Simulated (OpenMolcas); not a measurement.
# SiHCl2O (SMILES [O][SiH](Cl)Cl) in OpenMolcas

Aim: energy and one-electron properties of SiHCl2O.

The calculation is run with OpenMolcas 26.06.

8 further runs of the same task are left out: 1 that didn't finish, 7 set aside as unsound or not needed.

**1. The structure to begin with**

SiHCl2O: 5 atoms, total charge 0, spin state doublet. SMILES: `[O][SiH](Cl)Cl`. The shape is that of a PBE0-D4/def2-TZVP optimisation.

Bond lengths: O1–Si2 1.649 Å, Si2–Cl3 2.028 Å, Si2–Cl4 2.028 Å, Si2–H5 1.479 Å. Angles: O1–Si2–Cl3 111.9°, O1–Si2–Cl4 111.9°, Cl3–Si2–Cl4 108.4°, O1–Si2–H5 101.4°, Cl3–Si2–H5 111.6°, Cl4–Si2–H5 111.6°.

**2. The job**

Input file job.input:

```
* Cl2HOSi Hartree-Fock
&GATEWAY
Coord
5
angstrom
O        0.092100      -0.719000       1.517100
Si       0.084300      -0.040000       0.014900
Cl      -0.523700       1.894600       0.060800
Cl      -1.112100      -1.056100      -1.269800
H        1.509200      -0.153100      -0.364300
Basis=Ahlrichs_VDZ
Group=NoSym
RF-Input
PCM-Model
Solvent=dmso-d6
End of RF-Input
&SEWARD
&SCF
UHF
Spin=2
PrOrbitals=1 1
```

Command:

```
$ export MOLCAS_MEM=1860
$ pymolcas job.input > job.log
```

Log:

```text
--- Start Module: gateway ---

                                              &GATEWAY

                       available to each process: 1.9 GB of memory, 1 thread

  Unrecognized solvent: dmso-d6
 Allowed solvents are:
 WATER
 ACETONITRILE
 METHANOL
 ETHANOL
 ISOQUINOLINE
 QUINOLINE
 CHLOROFORM
 ETHYLETHER
 METHYLENECHLORIDE
 DICHLOROETHANE
 CARBONTETRACHLORIDE
 BENZENE
 TOLUENE
 CHLOROBENZENE
 NITROMETHANE
 HEPTANE
 CYCLOHEXANE
 ANILINE
 ACETONE
 TETRAHYDROFURAN
 DIMETHYLSULFOXIDE
 ARGON
 KRYPTON
 XENON

--- Stop Module: gateway /rc=-6 ---

.########################.
.# Non-zero return code #.
.########################.

    Timing: Wall=0.04 User=0.02 System=0.01
```

Run time: 0.22 s. Hardware: 1 thread of Arm Neoverse V2, shared host.

**3. Diagnosis**

The run ended with an error.

The log says `Unrecognized solvent: dmso-d6`. Cause: the input names a solvent that the program doesn't know.
